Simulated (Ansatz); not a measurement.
Geometry optimisation, DFT PBE-D3(BJ), scalar-relativistic, plane waves, PAW in Ansatz 0.2.0.

Input file:

```yaml
crystal:
  lattice:
    - [6.62, 0.0, 0.0]
    - [-4.965, 8.599632, 0.0]
    - [0.0, 0.0, 5.27614]
  atoms:
    - { symbol: Sc, position: [0.0, 0.0, 0.0] }
    - { symbol: Sc, position: [0.1666667, 0.2222222, 0.5] }
    - { symbol: Sc, position: [0.0, 0.3333333, 0.0] }
    - { symbol: Sc, position: [0.1666667, 0.5555556, 0.5] }
    - { symbol: Sc, position: [0.0, 0.6666667, 0.0] }
    - { symbol: Sc, position: [0.1666667, 0.8888889, 0.5] }
    - { symbol: Sc, position: [0.5, 0.0, 0.0] }
    - { symbol: Sc, position: [0.6666667, 0.2222222, 0.5] }
    - { symbol: Sc, position: [0.5, 0.3333333, 0.0] }
    - { symbol: Sc, position: [0.6666667, 0.5555556, 0.5] }
    - { symbol: Sc, position: [0.5, 0.6666667, 0.0] }
    - { symbol: Sc, position: [0.6666667, 0.8888889, 0.5] }
    - { symbol: Li, position: [0.3348045, 0.776227, 0.2444642] }
basis:
  ecutwfc: 420.0
kpoints:
  mp_grid: { grid: [3, 2, 3] }
hamiltonian:
  xc: pbe
  dispersion: d3bj
scf:
  occupations: { method: gaussian, width: 0.1 }
  lower_state_search: "off"
relax:
  f_tol: 0.03
  max_steps: 60
  adjacent_minimum: "off"
```

Command:

```bash
$ ansatz run input.yaml --threads 2 --pin off --max-ram 5120MiB --backend cpu --events-out ev --progress --plain --runs-dir out
```

**Question.** Where does it end, and by what steps?

**Answer.** The forces met the threshold. The force dipped under the threshold on the way, but the program's further checks kept it going. Limits of this set-up: coarse k mesh, a small cell, in which the defect meets its images, a typed lattice constant that wasn't relaxed here. After 12 steps the energy has fallen by 1.560 eV; Li13 moved furthest, 0.94 Å.

```csv
step,energy less start (eV),largest force component (eV/Å),accepted
0,0.0000,1.750,yes
1,-1.3038,0.489,yes
2,-1.4790,0.234,yes
3,-1.4663,0.238,no
4,-1.5001,0.050,yes
5,-1.5035,0.036,yes
6,-1.5092,0.070,yes
7,-1.5194,0.123,yes
8,-1.5286,0.106,yes
9,-1.5539,0.048,yes
10,-1.5595,0.020,yes
11,-1.5596,0.036,yes
12,-1.5600,0.013,yes
```

```xyz
13
Lattice="6.6200 0.0000 0.0000 -4.9650 8.5996 0.0000 0.0000 0.0000 5.2761" Properties=species:S:1:pos:R:3
Sc 0.029 -0.122 0.148
Sc -0.041 1.851 2.748
Sc -1.636 2.975 0.101
Sc -1.636 4.778 2.714
Sc -3.552 5.456 0.003
Sc -3.309 7.678 2.784
Sc 3.384 0.465 0.059
Sc 3.320 2.009 2.712
Sc 1.604 2.814 0.064
Sc 1.631 4.722 2.651
Sc 0.221 5.487 0.009
Sc 0.031 7.639 2.771
Li -1.684 6.786 0.354
```

Whether the end is a true minimum wasn't checked by a vibrational analysis.

Run time: 87 s on 2 threads of Intel(R) Xeon(R) CPU @ 2.60GHz (Ice Lake) (shared host), peak memory 0.76 GiB.
